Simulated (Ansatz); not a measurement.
# CH₄BClF₂Si: up Jacob's ladder to CCSD(T)

The task here is to estimate one member of a computed series from the others.

Computed with Ansatz 0.2.0, Gaussian basis. Level: functionals in def2-TZVPP, the program's frozen cores in correlated methods.

Levels to be run: LDA (SPW92), PBE-D4, revPBE-D4, BLYP-D4, r2SCAN-D4, B97M-V, PBE0-D4, B3LYP-D4, r2SCANh-D4, r2SCAN0-D4, HSE06-D4, BHLYP-D4, CAM-B3LYP-D4, LC-ωPBE, ωB97X-V, ωB97M-V, B2PLYP, PBE-QIDH; CCSD(T)/def2-SVP; CCSD(T)/def2-TZVPP; MP2/def2-QZVPP; extrapolation to the limit; RPA on PBE.

### Structure used throughout

All runs share one geometry, relaxed beforehand with PBE0-D4 in a triple-zeta def2 set.

10 atoms, charge 0, spin multiplicity 1.

Atoms are counted from 1 here; the program's logs count them from 0.

Bond lengths: B1–C2 1.478 Å, B1–Si5 2.066 Å, B1–H7 1.195 Å, B1–H8 1.201 Å, C2–F3 1.300 Å, C2–F4 1.296 Å, Si5–Cl6 2.057 Å, Si5–H9 1.481 Å, Si5–H10 1.482 Å. Angles: C2–B1–Si5 91.4°, C2–B1–H7 116.7°, C2–B1–H8 115.3°, Si5–B1–H7 102.3°, Si5–B1–H8 95.2°, H7–B1–H8 124.3°, B1–C2–F3 125.8°, B1–C2–F4 125.6°, F3–C2–F4 108.4°, B1–Si5–Cl6 114.4°, B1–Si5–H9 103.4°, B1–Si5–H10 112.7°, Cl6–Si5–H9 107.9°, Cl6–Si5–H10 107.5°, H9–Si5–H10 110.9°.

Set-up of the first run:

File in.yaml:

```yaml
crystal:
  periodic: [false, false, false]
  atoms:
    - {symbol: B, position_ang: [-0.158784, -1.048090, 0.250362]}
    - {symbol: C, position_ang: [0.684898, -0.792646, -0.936523]}
    - {symbol: F, position_ang: [1.967567, -0.579453, -0.927468]}
    - {symbol: F, position_ang: [0.254655, -0.642090, -2.149349]}
    - {symbol: Si, position_ang: [-0.332189, 0.976213, 0.623752]}
    - {symbol: Cl, position_ang: [-1.252257, 2.040329, -0.876876]}
    - {symbol: H, position_ang: [-1.292554, -1.366361, 0.045079]}
    - {symbol: H, position_ang: [0.440166, -1.293711, 1.262373]}
    - {symbol: H, position_ang: [-1.202873, 1.032103, 1.820247]}
    - {symbol: H, position_ang: [0.974372, 1.622606, 0.891403]}
basis:
  gaussian: {orbitals: def2-TZVPP}
hamiltonian: {xc: lda}
output: {orbitals: {seedname: orbitals}}
```

Started as:

```sh
$ ansatz run in.yaml --threads 4 --pin off --events-out ev --progress --plain --max-ram 10444MiB
```

Steps of the session up to this table: LDA; PBE-D4 (GGA); revPBE-D4 (GGA); BLYP-D4 (GGA); r2SCAN-D4 (meta-GGA); B97M-V (meta-GGA); B3LYP-D4 (hybrid); r2SCANh-D4 (hybrid); r2SCAN0-D4 (hybrid); HSE06-D4 (hybrid); BHLYP-D4 (hybrid); CAM-B3LYP-D4 (range-separated); LC-ωPBE (range-separated); ωB97X-V (range-separated); ωB97M-V (range-separated); B2PLYP (double hybrid); PBE-QIDH (double hybrid).

One of the session's tables, all rows but one given; the rest of the session is left out.

```
  functional  HOMO (eV)  LUMO (eV)  gap (eV)
 LDA (SPW92)      -7.18      -3.29      3.89
      PBE-D4      -7.03      -3.06      3.96
   revPBE-D4      -6.96      -2.97      3.99
     BLYP-D4      -6.89      -2.97      3.92
   r2SCAN-D4      -7.29      -2.91      4.37
      B97M-V      -7.41      -2.95      4.46
     PBE0-D4      -8.17      -2.21      5.96
    B3LYP-D4      -7.97      -2.45      5.52
  r2SCANh-D4      -7.71      -2.60      5.11
  r2SCAN0-D4      -8.34      -2.11      6.22
    HSE06-D4      -7.78      -2.58      5.19
    BHLYP-D4      -9.19      -1.22      7.97
CAM-B3LYP-D4      -9.43      -1.14      8.29
     LC-ωPBE     -10.68      -0.02     10.65
     ωB97X-V     -10.36      -0.04     10.32
     ωB97M-V          ?          ?         ?
```

Q: Estimate the row for ωB97M-V from the others.

The run gave: HOMO (eV): -10.20; LUMO (eV): -0.13; gap (eV): 10.08. In the column «HOMO (eV)» it lies between ωB97X-V (-10.36) and CAM-B3LYP-D4 (-9.43).
